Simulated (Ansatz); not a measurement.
**RuRh: the crystal squeezed far**

The task here is to estimate one member of a computed series from the others.

Method: DFT, PBEsol, PAW with Ansatz's default frozen-core files, scalar-relativistic, in Ansatz 0.2.0.

## The system as given

It takes space group P-6m2 (No. 187, hexagonal). Conventional cell: a = 2.709 Å, b = 2.709 Å, c = 4.298 Å, α = 90.00°, β = 90.00°, γ = 120.00°. Around Ru (site symmetry -6m2) lie 6 Rh at 2.66 Å and 6 Ru at 2.71 Å. Around Rh (site symmetry -6m2) lie 6 Ru at 2.66 Å and 6 Rh at 2.71 Å.

As a file:

```xyz
2
Lattice="2.7094 0.0000 0.0000 -1.3547 2.3464 0.0000 0.0000 0.0000 4.2984" Properties=species:S:1:pos:R:3 pbc="T T T"
Ru    0.0000    0.0000    2.1492
Rh    1.3547    0.7821    0.0000
```

Whether this phase is the stable one at these pressures isn't tested.

Atoms are numbered in the order of the input: Ru1, Rh2.

Set-up of the first run:

Input file input.yaml:

```yaml
crystal:
  lattice:
    - [2.7094150211, 0.0, 0.0]
    - [-1.3547075106, 2.3464222377, 0.0]
    - [0.0, 0.0, 4.2983681]
  atoms:
    - { symbol: Ru, position: [0.0, 0.0, 0.5] }
    - { symbol: Rh, position: [0.6666666667, 0.3333333333, 0.0] }
kpoints:
  mp_grid: { grid: [15, 15, 9] }
  band_path:
    path:
      - [0.0, 0.0, 0.0]
      - [0.5, 0.0, 0.0]
      - [0.3333333333, 0.3333333333, 0.0]
      - [0.0, 0.0, 0.0]
      - [0.0, 0.0, 0.5]
      - [0.5, 0.0, 0.5]
      - [0.3333333333, 0.3333333333, 0.5]
      - [0.0, 0.0, 0.5]
      - [0.5, 0.0, 0.5]
    npoints: 6
scf:
  occupations: { method: fermi_dirac, width: 0.05 }
hamiltonian:
  xc: pbesol
  pseudopotentials: { kind: paw }
output:
  forces: true
  stress: true
  eigenvalues: true
  populations: true
```

Started as:

```bash
> ansatz run input.yaml --threads 1 --pin off --max-ram 2048MiB --backend cpu --events-out ev --progress --plain --runs-dir out
```

Steps of the session up to this table: Volume scaled by 1, PAW; Volume scaled by 0.7, PAW; Volume scaled by 0.6, PAW; Volume scaled by 0.4, PAW.

One of the session's tables, all rows but one given; the rest of the session is left out.

| method | volume over the first | volume (Å³/atom) | pressure (GPa) |
| --- | --- | --- | --- |
| PAW | 1 | 13.663 | -5.65 |
| PAW | 0.7 | ? | ? |
| PAW | 0.6 | 8.198 | 504.29 |
| PAW | 0.4 | 5.465 | 2184.87 |

Q: Estimate the row for PAW, 0.7 from the others.

The run gave: volume (Å³/atom): 9.564; pressure (GPa): 244.51. In the column «volume (Å³/atom)» it lies between PAW, 0.6 (8.198) and PAW, 1 (13.663).
